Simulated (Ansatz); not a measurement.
# ClFH4OSi2: up Jacob's ladder to CCSD(T)

How much do the methods differ for ClFH4OSi2? The plan is to run it at one geometry with functionals of several rungs and with coupled cluster. The yardstick is the atomisation energy at the CCSD(T) limit.

Program: Ansatz 0.2.0, Gaussian basis. Level of theory: functionals in def2-TZVPP, the program's frozen cores in correlated methods. These are calculated values, not measurements.

The runs, in order: LDA (SPW92), PBE-D4, revPBE-D4, BLYP-D4, r2SCAN-D4, B97M-V, PBE0-D4, B3LYP-D4, r2SCANh-D4, r2SCAN0-D4, HSE06-D4, BHLYP-D4, CAM-B3LYP-D4, LC-ωPBE, ωB97X-V, ωB97M-V, B2PLYP, PBE-QIDH; CCSD(T)/def2-SVP; CCSD(T)/def2-TZVPP; MP2/def2-QZVPP; extrapolation to the limit; RPA on PBE.

## Step 1: Structure used throughout

All runs share one geometry, relaxed beforehand with PBE0-D4 in a triple-zeta def2 set.

SMILES `F[SiH2]O[SiH2]Cl`, 9 atoms, charge 0, spin multiplicity 1.

Atoms are counted from 1 here; the program's logs count them from 0.

Bond lengths: F1–Si2 1.592 Å, Si2–O3 1.624 Å, Si2–H6 1.477 Å, Si2–H7 1.475 Å, O3–Si4 1.626 Å, Si4–Cl5 2.050 Å, Si4–H8 1.477 Å, Si4–H9 1.476 Å. Angles: F1–Si2–O3 109.1°, F1–Si2–H6 107.6°, F1–Si2–H7 108.0°, O3–Si2–H6 110.4°, O3–Si2–H7 108.0°, H6–Si2–H7 113.6°, Si2–O3–Si4 148.3°, O3–Si4–Cl5 109.9°, O3–Si4–H8 110.0°, O3–Si4–H9 108.5°, Cl5–Si4–H8 107.8°, Cl5–Si4–H9 108.1°, H8–Si4–H9 112.6°.

## Step 2: LDA

This LDA is Slater exchange with PW92 correlation.

Contents of in.yaml:

```yaml
crystal:
  periodic: [false, false, false]
  atoms:
    - {symbol: F, position_ang: [-1.949893, -0.092932, -1.427657]}
    - {symbol: Si, position_ang: [-0.674619, -0.965297, -1.042059]}
    - {symbol: O, position_ang: [-0.059854, -0.419236, 0.358930]}
    - {symbol: Si, position_ang: [0.646356, 0.792703, 1.180760]}
    - {symbol: Cl, position_ang: [1.763743, 1.943881, -0.094663]}
    - {symbol: H, position_ang: [0.312972, -0.818905, -2.130468]}
    - {symbol: H, position_ang: [-1.120909, -2.356005, -0.833046]}
    - {symbol: H, position_ang: [-0.384674, 1.660200, 1.784714]}
    - {symbol: H, position_ang: [1.555480, 0.209391, 2.186390]}
basis:
  gaussian: {orbitals: def2-TZVPP}
hamiltonian: {xc: lda}
output: {orbitals: {seedname: orbitals}}
```

The run is started by

```
ansatz run in.yaml --threads 4 --pin off --events-out ev --progress --plain --max-ram 10444MiB
```

The runs that follow: PBE-D4 (GGA); revPBE-D4 (GGA); BLYP-D4 (GGA); r2SCAN-D4 (meta-GGA); B97M-V (meta-GGA); PBE0-D4 (hybrid); B3LYP-D4 (hybrid); r2SCANh-D4 (hybrid); r2SCAN0-D4 (hybrid); HSE06-D4 (hybrid); BHLYP-D4 (hybrid); CAM-B3LYP-D4 (range-separated); LC-ωPBE (range-separated); ωB97X-V (range-separated); ωB97M-V (range-separated); B2PLYP (double hybrid); PBE-QIDH (double hybrid); CCSD(T) in def2-SVP; CCSD(T) in def2-TZVPP; MP2 in def2-QZVPP; RPA on PBE orbitals.

Before running them: what should the planned runs give, taken together? Wanted: atomisation energy, CCSD(T)/CBS; farthest beyond LDA; mean size of error, GGA; mean size of error, meta-GGA; mean size of error, hybrid; mean size of error, range-separated; mean size of error, double hybrid; gap, smallest and largest; T1 diagnostic.

**Answer**, as computed:

```
                               quantity                                      value
        atomisation energy, CCSD(T)/CBS                              3279.4 kJ/mol
 functionals within 16.4 kJ/mol (0.5 %)     B97M-V, CAM-B3LYP-D4, ωB97X-V, ωB97M-V
                    farthest beyond LDA                  revPBE-D4 (-117.0 kJ/mol)
                mean size of error, GGA                                74.2 kJ/mol
           mean size of error, meta-GGA                                16.4 kJ/mol
             mean size of error, hybrid                                71.8 kJ/mol
    mean size of error, range-separated                                23.7 kJ/mol
      mean size of error, double hybrid                                63.4 kJ/mol
              gap, smallest and largest  6.71 eV (LDA (SPW92)), 14.19 eV (LC-ωPBE)
                          T1 diagnostic                                     0.0109
triples share of the correlation energy                                      3.3 %
```

In words: The LDA atomisation energy is off by 364.8 kJ/mol (11 %): it overbinds. PBE-D4 misses by -41.7 kJ/mol. Double hybrids carry the basis error of their MP2 part in triple zeta, and no dispersion term here, so their miss is partly the set-up's. By mean error the best rung here is meta-GGA (16.4 kJ/mol) and the worst beyond LDA is GGA (74.2 kJ/mol). The gap between the best rungs is small, so their order is not settled. The reference freezes the cores and leaves out relativity and excitations past (T), so misses under about 16.4 kJ/mol can't be ranked. Hartree-Fock recovers 75 % of the binding; the rest is correlation. CCSD(T) in def2-SVP is off by -297.7 kJ/mol, which most functionals beat. Orbital gaps span 6.7 to 14.2 eV; exact exchange widens them.
